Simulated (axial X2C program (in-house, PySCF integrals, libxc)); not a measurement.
**ICl⁺: EOM-IP-CCSD levels**

Aim: EOM-IP-CCSD levels of ICl⁺, with spin–orbit coupling in the Hamiltonian from the start.

Method: two-component X2C with atomic mean-field terms, I dyall-cv3z, Cl dyall-av3z; program: an in-house X2C program for linear molecules on PySCF integrals.

All values are calculated.

## 1. The job

File task.json:

```json
{"zs": [53, 17], "q": 1, "bas": ["dyall-cv3z", "dyall-av3z"], "r0": 2.32, "eom": "ip", "rq": 0, "thr": -2.0, "nmax": 95, "grid": [1, 0.96, 1.045, 0.92, 1.09, 1.15]}
```

Keys: zs atomic numbers; q charge; bas basis sets; r0 starting distance in Å; eom kind of EOM run; thr threshold in hartree for freezing inner shells (an s shell follows its p shell); nmax most natural virtual spinors; grid distances as factors.

Launch:

```bash
> python soeom.py task.json out
```

After this run come: EOM-IP-CCSD at 2.335 Å.

What does the calculation give? Wanted: next root led by one particle; T1 of the reference; lowest state, Re and ωe.

The runs gave:

```
                     quantity                            value
       lowest root at 2.335 Å               Ω = 3/2, 10.005 eV
next root led by one particle  Ω = 1/2, about 4510 cm⁻¹ higher
          T1 of the reference                            0.008
      lowest state, Re and ωe                2.256 Å, 438 cm⁻¹
```

**Reading.** Removing an electron from the reference determinant of ICl costs 10.01 eV and empties a spinor of 73% I pπ, 21% Cl pπ. Errors of 0.1 to 0.3 eV are usual at this size, and roots led by higher excitations are left out, so the list is incomplete, and low states of that kind can be missing. The bond is 0.089 Å shorter than in the closed-shell reference at CCSD (2.345 Å).
